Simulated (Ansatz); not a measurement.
# SiNH2F (SMILES N[Si]F): CCSDT/STO-3G

Aim: the electronic atomisation energy of SiNH2F at CCSDT/STO-3G, from 5 runs. 

The calculation is run with Ansatz 0.2.0.

69 further runs of the same task are left out: 69 set aside as unsound or not needed.

## Step 1: Starting point

SiNH2F: 5 atoms, total charge 0, spin state singlet. SMILES: `N[Si]F`. Geometry: relaxed at PBE0-D4/def2-TZVP. This is one conformer, not always the lowest.

Bond lengths: N1–Si2 1.702 Å, Si2–F3 1.622 Å, N1–H4 1.010 Å, N1–H5 1.008 Å. Angles: N1–Si2–F3 98.5°, Si2–N1–H4 125.0°, Si2–N1–H5 122.2°, H4–N1–H5 112.8°.

## Step 2: The energy at CCSDT/STO-3G

Contents of in.yaml:

```yaml
crystal:
  periodic: [false, false, false]
  atoms:
    - {symbol: "N", position_ang: [-0.421300, 0.240100, -0.331100]}
    - {symbol: Si, position_ang: [0.136100, -1.133600, 0.505100]}
    - {symbol: F, position_ang: [1.565400, -0.548800, 1.001500]}
    - {symbol: H, position_ang: [0.085400, 1.109600, -0.420900]}
    - {symbol: H, position_ang: [-1.315700, 0.259100, -0.796000]}
basis:
  gaussian:
    orbitals: STO-3G
correlation:
  method: ccsdt
  frozen_orbitals: {F: 1, H: 0, "N": 1, Si: 5}
accuracy: high
scf:
  omitted_lower_state_checks: [cluster_reference, increment]
```

The run is started by

```
ansatz run in.yaml --threads 1 --pin off --max-ram 2610MiB --events-out events.jsonl --progress --plain --runs-dir runs
```

Log, cut to the lines that bear on the results:

```text
Warning: RAYON_NUM_THREADS=1 ignored (pool sized by the plan → 1); use --threads N
Functional definition: HF
  name "HF"
[...]
383 factors; integrals over basis functions are off by at most 2.9e-8 eV
[...]
mean field -11933.57583069 eV, -438.5508229095 hartree, gradient 5.5e-8 eV, S^2 0.000000; 0 other end points of the search recorded, 0 dependent functions left out
7 core orbitals not correlated: weight in the atoms' cores, before any rotation towards them, 1.000 or more for the frozen orbitals, at most 0.000 for the correlated occupied ones
reference -11933.57583069 eV, -438.5508229095 hartree; 9, 9 occupied and 5, 5 virtual orbitals, 383 factors
second order -2.62075192 eV of doubles, -0.00000000 eV of singles
cycle   1  -2.90410538 eV  change   -2.8e-1 eV  update   1.1e-1
[...]
cycle  25  -3.40390349 eV  change   8.2e-10 eV  update  8.8e-10
Total energy: -11936.97973417 eV, -438.6759140554 hartree
Checks for a lower state left out: cluster_reference, increment
```

Run time: 0.38 s. Hardware: 1 thread of Arm Neoverse V1, shared host.

## Step 3: The F atom, same level

Contents of input.yaml:

```yaml
crystal:
  periodic: [false, false, false]
  atoms:
    - symbol: F
      position_ang: [0.000000, 0.000000, 0.000000]
basis:
  gaussian:
    orbitals: STO-3G
magnetization:
  spin_polarized: true
  initial_magnetization: 1
correlation:
  method: ccsdt
  frozen_orbitals: {F: 1}
accuracy: high
scf:
  omitted_lower_state_checks: [cluster_reference, increment]
```

Run the same way, it converges to -97.98651 Eh (log not shown).

## Step 4: The H atom: the energy at UHF/STO-3G

Contents of in.yaml:

```yaml
crystal:
  periodic: [false, false, false]
  atoms:
    - {symbol: H, position_ang: [0.000000, 0.000000, 0.000000]}
basis:
  gaussian:
    orbitals: STO-3G
hamiltonian:
  xc: hf
accuracy: high
magnetization:
  spin_polarized: true
  initial_magnetization: 1
```

Run the same way, it converges to -0.46658 Eh (log not shown).

## Step 5: The N atom at the same level

Contents of in.yaml:

```yaml
crystal:
  periodic: [false, false, false]
  atoms:
    - {symbol: N, position_ang: [0.000000, 0.000000, 0.000000]}
basis:
  gaussian: {orbitals: STO-3G}
magnetization: {spin_polarized: true, initial_magnetization: 3}
correlation: {method: ccsdt, frozen_orbitals: {"N": 1}}
accuracy: high
scf: {omitted_lower_state_checks: [cluster_reference, increment]}
```

Run the same way, it converges to -53.71901 Eh (log not shown).

## Step 6: The Si atom, same level

Contents of molecule.yaml:

```yaml
crystal:
  periodic: [false, false, false]
  atoms:
    - symbol: Si
      position_ang: [0.000000, 0.000000, 0.000000]
basis:
  gaussian:
    orbitals: STO-3G
scf:
  omitted_lower_state_checks: [cluster_reference, increment]
correlation:
  method: ccsdt
  frozen_orbitals: {Si: 5}
magnetization:
  spin_polarized: true
  initial_magnetization: 2
accuracy: high
```

Run the same way, it converges to -285.47963 Eh (log not shown).

## Step 7: Summary of results

At CCSDT/STO-3G, 7 core orbitals frozen:

| quantity | value |
| --- | --- |
| molecule: total energy | -438.67591 Eh |
| molecule: correlation energy (7 core orbitals frozen) | -125.1 mEh |
| molecule: T1 diagnostic | 0.020 |
| F atom: total energy | -97.98651 Eh |
| F atom: correlation energy (1 core orbital frozen) | 0.0 mEh |
| F atom: ⟨S²⟩ of the reference determinant | 0.750 |
| F atom: T1 diagnostic | 0.000 |
| H atom: total energy | -0.46658 Eh |
| H atom: ⟨S²⟩ | 0.750 |
| N atom: total energy | -53.71901 Eh |
| N atom: correlation energy (1 core orbital frozen) | 0.0 mEh |
| N atom: ⟨S²⟩ of the reference determinant | 3.750 |
| N atom: T1 diagnostic | 0.000 |
| Si atom: total energy | -285.47963 Eh |
| Si atom: correlation energy (5 core orbitals frozen) | -13.4 mEh |
| Si atom: ⟨S²⟩ of the reference determinant | 2.000 |
| Si atom: T1 diagnostic | 0.000 |
| electronic atomisation energy | 15.173 eV |

Taking the molecule apart into free atoms costs 15.17 eV (1464 kJ/mol), before zero-point energy and without spin-orbit coupling. In a minimal basis such a difference can be off by several eV, whatever the method.
